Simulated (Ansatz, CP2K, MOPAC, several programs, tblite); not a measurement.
Energy against volume for KSrBr₃, cubic perovskite, at fixed shape and fractional coordinates, computed by several methods (PBE and r2SCAN, where shown, with plane waves in Ansatz); the cell shown is that of r2SCAN. It is cubic, Pm-3m (No. 221); a = 5.938 Å in the conventional setting, 41.88 Å³ an atom. K has 12 Br at 4.20 Å; Sr has 6 Br at 2.97 Å; Br has 2 Sr at 2.97 Å and 4 K at 4.20 Å. The structure was generated, not taken from experiment, and needn't be the ground state; spin polarisation is off. Energies count from each curve's lowest point; fits are third-order Birch-Murnaghan.

```yaml
crystal:
  lattice:
    - [5.93805, 0.00000, 0.00000]
    - [0.00000, 5.93805, 0.00000]
    - [0.00000, 0.00000, 5.93805]
  atoms:
    - { symbol: K, position: [0.00000, 0.00000, 0.00000] }
    - { symbol: Sr, position: [0.50000, 0.50000, 0.50000] }
    - { symbol: Br, position: [0.50000, 0.50000, 0.00000] }
    - { symbol: Br, position: [0.50000, 0.00000, 0.50000] }
    - { symbol: Br, position: [0.00000, 0.50000, 0.50000] }
```

PM7 (MOPAC), on the shape of the cell shown, as a cluster of 40 atoms at the zone centre:
```csv
V (Å³/atom),E (meV/atom)
36.850,0.00
39.363,86.39
41.876,188.67
44.388,288.68
46.901,387.17
```
The lowest point is an end point, so the minimum isn't bracketed.

Question: PBE/DZVP (CP2K), on the shape of the cell shown, gives
```csv
V (Å³/atom),E (meV/atom)
36.850,64.39
39.363,19.67
41.876,0.62
44.388,0.00
46.901,12.64
```
What equilibrium volume and bulk modulus follow?

Answer: V₀ = 43.20 Å³ an atom and B₀ = 17 GPa.

GFN2-xTB (tblite), on the shape of the cell shown, as a cluster of 40 atoms at the zone centre:
```csv
V (Å³/atom),E (meV/atom)
36.850,43.06
39.363,13.43
41.876,0.45
44.388,0.00
46.901,8.57
```
V₀ = 43.23 Å³ an atom and B₀ = 11 GPa.

PBE, on the shape of its own relaxed cell:

| V (Å³/atom) | E (meV/atom) |
| --- | --- |
| 40.295 | 8.80 |
| 41.581 | 2.01 |
| 42.868 | 0.00 |
| 44.154 | 2.03 |
| 45.440 | 7.49 |

V₀ = 42.83 Å³ an atom and B₀ = 17 GPa.

Question: r2SCAN, on the shape of its own relaxed cell, gives
```
V (Å³/atom)  E (meV/atom)
     39.363          9.97
     40.619          2.38
     41.876          0.00
     43.132          2.01
     44.388          7.71
```
What equilibrium volume and bulk modulus follow?

Answer: V₀ = 41.89 Å³ an atom and B₀ = 19 GPa.
